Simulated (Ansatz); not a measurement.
# CH3FSn (SMILES [CH3][Sn][F]): PBE0/def2-SVPD (core potential)

Aim: the electronic atomisation energy of CH3FSn at PBE0/def2-SVPD (core potential), from 5 runs. 

The calculation is run with Ansatz 0.2.0.

41 further runs of the same task are left out: 41 set aside as unsound or not needed. Runs told in other sessions of the task aren't counted.

### 1 Starting point

CH3FSn: 6 atoms, total charge 0, spin state singlet. As SMILES, `[CH3][Sn][F]`. The shape is that of a PBE0-D4/def2-TZVP optimisation.

Bond lengths: C1–Sn2 2.175 Å, Sn2–F3 1.952 Å, C1–H4 1.094 Å, C1–H5 1.094 Å, C1–H6 1.092 Å. Angles: C1–Sn2–F3 92.9°, Sn2–C1–H4 108.9°, Sn2–C1–H5 108.8°, Sn2–C1–H6 113.1°, H4–C1–H5 107.3°, H4–C1–H6 109.3°, H5–C1–H6 109.2°.

### 2 The energy at PBE0/def2-SVPD (core potential)

The input, input.yaml:

```yaml
crystal:
  periodic: [false, false, false]
  atoms:
    - symbol: C
      position_ang: [-0.389800, 0.421200, -0.282900]
    - symbol: Sn
      position_ang: [0.257100, -0.620500, 1.513600]
    - symbol: F
      position_ang: [1.621600, -1.634100, 0.554100]
    - symbol: H
      position_ang: [-0.684900, -0.317800, -1.033900]
    - symbol: H
      position_ang: [0.458100, 0.979400, -0.691900]
    - symbol: H
      position_ang: [-1.220000, 1.107700, -0.105200]
basis:
  gaussian:
    orbitals: def2-SVPD
hamiltonian:
  xc: {name: PBE0}
accuracy: high
output: {orbitals: {seedname: orbitals}}
```

The run is started by

```sh
$ ansatz run input.yaml --threads 1 --pin off --max-ram 2610MiB --events-out events.jsonl --progress --plain --runs-dir runs
```

What it wrote:

```text
Warning: RAYON_NUM_THREADS=1 ignored (pool sized by the plan → 1); use --threads N
Functional definition: PBE0
  name "PBE0"
  parameter a = 0.25
  parameter kappa = 0.804
  parameter beta = 0.06672455060314922
  exchange = (1 - a)*pbe_x(kappa = kappa, mu = beta*pi^2/3) + a*exact_x
  correlation = pbe_c(beta = beta)
2143 factors; integrals over basis functions are off by at most 3.3e-9 eV
mean field evaluation 1: about -9620.6496 eV, gradient 5.9e1 eV
mean field evaluation 2: about -9599.1593 eV, gradient 1.2e2 eV
mean field evaluation 4: about -9628.3469 eV, gradient 6.8e0 eV
mean field evaluation 8: about -9628.5098 eV, gradient 1.6e-1 eV
mean field evaluation 16: about -9628.5099 eV, gradient 1.0e-5 eV
mean field -9628.50986955 eV, -353.8412112676 hartree, gradient 2.2e-8 eV, S^2 0.000000; 0 other end points of the search recorded, 0 dependent functions left out
reference -9628.50987224 eV, -353.8412113665 hartree; 20, 20 occupied and 79, 79 virtual orbitals, 2143 factors
Total energy: -9628.50987224 eV, -353.8412113665 hartree
```

Run time: 8.1 s. Hardware: 1 thread of Arm Neoverse V2, shared host; peak memory 0.33 GiB.

### 3 The C atom

The input, job.yaml:

```yaml
basis:
  gaussian: {orbitals: def2-SVPD}
crystal:
  periodic: [false, false, false]
  atoms:
    - {symbol: C, position_ang: [0.000000, 0.000000, 0.000000]}
magnetization: {spin_polarized: true, initial_magnetization: 2}
hamiltonian: {xc: pbe0}
accuracy: high
```

Run the same way, it converges to -37.76146 Eh (log not shown).

### 4 The F atom at the same level

The input, in.yaml:

```yaml
crystal:
  periodic: [false, false, false]
  atoms:
    - {symbol: F, position_ang: [0.000000, 0.000000, 0.000000]}
basis:
  gaussian: {orbitals: def2-SVPD}
magnetization: {spin_polarized: true, initial_magnetization: 1}
hamiltonian: {xc: pbe0}
accuracy: high
```

Run the same way, it converges to -99.55958 Eh (log not shown).

### 5 The H atom, same level

The input, input.yaml:

```yaml
crystal:
  periodic: [false, false, false]
  atoms:
    - {symbol: H, position_ang: [0.000000, 0.000000, 0.000000]}
basis:
  gaussian: {orbitals: def2-SVPD}
magnetization: {spin_polarized: true, initial_magnetization: 1}
hamiltonian: {xc: pbe0}
accuracy: high
```

Run the same way, it converges to -0.50029 Eh (log not shown).

### 6 The Sn atom

The input, input.yaml:

```yaml
crystal:
  periodic: [false, false, false]
  atoms:
    - {symbol: Sn, position_ang: [0.000000, 0.000000, 0.000000]}
basis:
  gaussian:
    orbitals: def2-SVPD
magnetization:
  spin_polarized: true
  initial_magnetization: 2
hamiltonian:
  xc: {name: PBE0}
accuracy: high
```

The run is started by

```sh
$ ansatz run input.yaml --threads 1 --pin off --max-ram 2610MiB --events-out events.jsonl --progress --plain --runs-dir runs
```

What it wrote:

```text
Warning: RAYON_NUM_THREADS=1 ignored (pool sized by the plan → 1); use --threads N
Functional definition: PBE0
  name "PBE0"
  parameter a = 0.25
  parameter kappa = 0.804
  parameter beta = 0.06672455060314922
  exchange = (1 - a)*pbe_x(kappa = kappa, mu = beta*pi^2/3) + a*exact_x
  correlation = pbe_c(beta = beta)
294 factors; integrals over basis functions are off by at most 2.2e-9 eV
mean field evaluation 1: about -5830.1255 eV, gradient 1.8e0 eV
mean field evaluation 2: about -5830.1601 eV, gradient 5.8e-1 eV
mean field evaluation 4: about -5830.1639 eV, gradient 2.9e-1 eV
mean field evaluation 8: about -5830.1642 eV, gradient 1.1e-4 eV
mean field evaluation 16: about -5830.0860 eV, gradient 2.5e0 eV
mean field evaluation 32: about -5830.1642 eV, gradient 2.0e-8 eV
mean field -5830.16418792 eV, -214.2545820788 hartree, gradient 2.0e-8 eV, S^2 2.003251; 1 other end points of the search recorded, 0 dependent functions left out
reference -5830.16418935 eV, -214.2545821313 hartree; 12, 10 occupied and 20, 22 virtual orbitals, 294 factors
Total energy: -5830.16418935 eV, -214.2545821313 hartree
```

Wall time 2.1 s (1 thread of Arm Neoverse V2, shared host); peak memory 0.11 GiB.

### 7 What came out

Level: PBE0/def2-SVPD (core potential).

```
                     quantity          value
       molecule: total energy  -353.84121 Eh
        molecule: HOMO energy       -6.73 eV
        molecule: LUMO energy       -2.58 eV
      molecule: HOMO–LUMO gap        4.15 eV
         C atom: total energy   -37.76146 Eh
                 C atom: ⟨S²⟩          2.004
         F atom: total energy   -99.55958 Eh
                 F atom: ⟨S²⟩          0.752
         H atom: total energy    -0.50029 Eh
                 H atom: ⟨S²⟩          0.750
        Sn atom: total energy  -214.25458 Eh
                Sn atom: ⟨S²⟩          2.003
electronic atomisation energy      20.809 eV
```

What this shows: Taking the molecule apart into free atoms costs 20.81 eV (2008 kJ/mol), before zero-point energy and without spin-orbit coupling.
